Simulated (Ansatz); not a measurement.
# Ru2C at fixed geometry

Aim: for Ru2C, an amorphous model cell, find its forces and stress, its levels, and how its atoms share the electrons. The atoms and the cell stay fixed.

Method: DFT, m-r2SCAN, no spin polarisation, plane waves, PAW, in Ansatz 0.2.0.

## 1. Geometry

Cell: a = 4.889 Å, b = 5.049 Å, c = 6.033 Å, α = 74.47°, β = 93.18°, γ = 95.64°. Nearest neighbours (Å) of the first eight atoms: Ru1: 3 C at 2.11 to 2.34; Ru2: 2 C at 2.17 to 2.43; Ru3: 2 C at 2.10 to 2.18; Ru4: 7 Ru at 2.44 to 2.70, 2 C at 2.51 to 2.76; Ru5: 2 C at 2.10; Ru6: 3 C at 2.09 to 2.29; Ru7: 3 C at 2.10 to 2.38; Ru8: 3 C at 2.09 to 2.11.

Its coordinates follow in the input file.

It is a restart: the density comes from an earlier run on this cell.

## 2. The run

Contents of input.yaml:

```yaml
crystal:
  lattice:
    - [4.854465, 0.517143, -0.268229]
    - [-0.98734, 4.909858, 0.638776]
    - [-0.098817, 0.864635, 5.969428]
  atoms:
    - { symbol: Ru, position: [0.140755, 0.456756, 0.989796] }
    - { symbol: Ru, position: [0.980883, 0.202627, 0.429289] }
    - { symbol: Ru, position: [0.867532, 0.708649, 0.429475] }
    - { symbol: Ru, position: [0.326311, 0.616165, 0.332207] }
    - { symbol: Ru, position: [0.683502, 0.490295, 0.123264] }
    - { symbol: Ru, position: [0.515247, 0.591945, 0.720589] }
    - { symbol: Ru, position: [0.542079, 0.116926, 0.648784] }
    - { symbol: Ru, position: [0.058608, 0.947355, 0.040156] }
    - { symbol: C, position: [0.191987, 0.850792, 0.622691] }
    - { symbol: C, position: [0.770726, 0.239143, 0.91483] }
    - { symbol: C, position: [0.893285, 0.809383, 0.759975] }
    - { symbol: C, position: [0.4593, 0.140598, 0.058241] }
kpoints:
  mp_grid: { grid: [4, 4, 3], shift: [0.5, 0.0, 0.0] }
magnetization:
  spin_polarized: false
scf:
  occupations: { method: fermi_dirac, width: 0.0487 }
  lower_state_search: "off"
  max_iter: 200
hamiltonian:
  pseudopotentials: { kind: paw }
  xc: mr2scan
basis:
  ecutwfc: 500
  fft_grid_basis: typed
output:
  forces: true
  stress: true
  eigenvalues: true
  populations: true
  elf: true
  write_potential: true
  volumetric_format: npy
  dos:
    e_range: [-12, 8]
    de: 0.05
    projected: { site_lists: { C: [C], Ru: [Ru] } }
checkpoint:
  read: saved_state
```

What does the calculation give? Wanted: largest force; pressure; character.

**Answer**, as computed:

```
                                                 quantity               value
                                            largest force   2.554 eV/Å on C10
                                                 pressure            10.2 GPa
           formation energy (elements from separate runs)        1.16 eV/atom
                                                character               metal
density of states, mean within 0.25 eV of the Fermi level  11 per eV per cell
```

What this shows: The cell is metallic; within 0.25 eV of the Fermi level the density of states averages 11 per eV per cell, mostly Ru d (85 %). Forces reach 2.6 eV/Å, so the geometry is far from rest and the levels are not those of the relaxed cell. Set against separate runs on the elements (Ru hcp, C graphite), it forms at 1.16 eV per atom, so at this geometry it is not bound against them. The pressure of 10.2 GPa says the cell is too small, and unequal principal stresses would change its shape. With forces up to 2.55 eV/Å (on C10), a relaxation would move the atoms.

Limits of this run: the k mesh is coarse for a cell without a gap.
